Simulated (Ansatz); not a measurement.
# B2F2H4OSi: the cost of one run

All numbers below are computed with Ansatz 0.2.0 (RKS r2SCAN-D4/6-31G*).

### 1 The starting structure

Bond lengths: F1–B2 1.433 Å, B2–B3 1.678 Å, B3–F4 1.395 Å, B3–O5 1.473 Å, O5–Si6 1.731 Å, B2–H7 1.176 Å, Si6–H8 1.442 Å, Si6–H9 1.434 Å, Si6–H10 1.478 Å. Angles: F1–B2–B3 120.7°, F1–B2–H7 118.4°, B3–B2–H7 120.8°, B2–B3–F4 118.7°, B2–B3–O5 120.0°, F4–B3–O5 119.9°, B3–O5–Si6 104.5°, O5–Si6–H8 108.8°, O5–Si6–H9 108.7°, O5–Si6–H10 110.2°, H8–Si6–H9 109.5°, H8–Si6–H10 110.6°, H9–Si6–H10 109.0°.

Structure file:

```xyz
10

F     1.4837    1.0333    1.8243
B     0.7623   -0.2045    1.7984
B     0.3306   -0.9140    0.3402
F    -0.1771   -2.2131    0.3508
O     0.7540   -0.3000   -0.9306
Si   -0.6170    0.6245   -1.4433
H     0.5230   -0.7343    2.8210
H    -1.7317   -0.2680   -1.6433
H    -0.2967    1.2734   -2.6813
H    -0.9480    1.6516   -0.4333
```

### 2 Relaxing end A

File input.yaml:

```yaml
crystal:
  periodic: [false, false, false]
  atoms:
    - { symbol: F, position_ang: [1.4837, 1.0333, 1.8243] }
    - { symbol: B, position_ang: [0.7623, -0.2045, 1.7984] }
    - { symbol: B, position_ang: [0.3306, -0.914, 0.3402] }
    - { symbol: F, position_ang: [-0.1771, -2.2131, 0.3508] }
    - { symbol: O, position_ang: [0.754, -0.3, -0.9306] }
    - { symbol: Si, position_ang: [-0.617, 0.6245, -1.4433] }
    - { symbol: H, position_ang: [0.523, -0.7343, 2.821] }
    - { symbol: H, position_ang: [-1.7317, -0.268, -1.6433] }
    - { symbol: H, position_ang: [-0.2967, 1.2734, -2.6813] }
    - { symbol: H, position_ang: [-0.948, 1.6516, -0.4333] }
basis:
  gaussian: { orbitals: "6-31G*" }
hamiltonian:
  xc: r2scan
  dispersion: d4
relax:
  f_tol: 0.015
  max_steps: 40
```

Run with:

```sh
$ ansatz run input.yaml --threads 2 --pin off --max-ram 3072MiB --backend cpu --events-out ev --progress --plain --runs-dir out
```

**Question.** How long does this run take on 2 threads of Intel Xeon at 2.80GHz (Skylake/Cascade Lake), shared host, and how much memory does it need?

About 88 s, with a peak of 0.19 GiB.
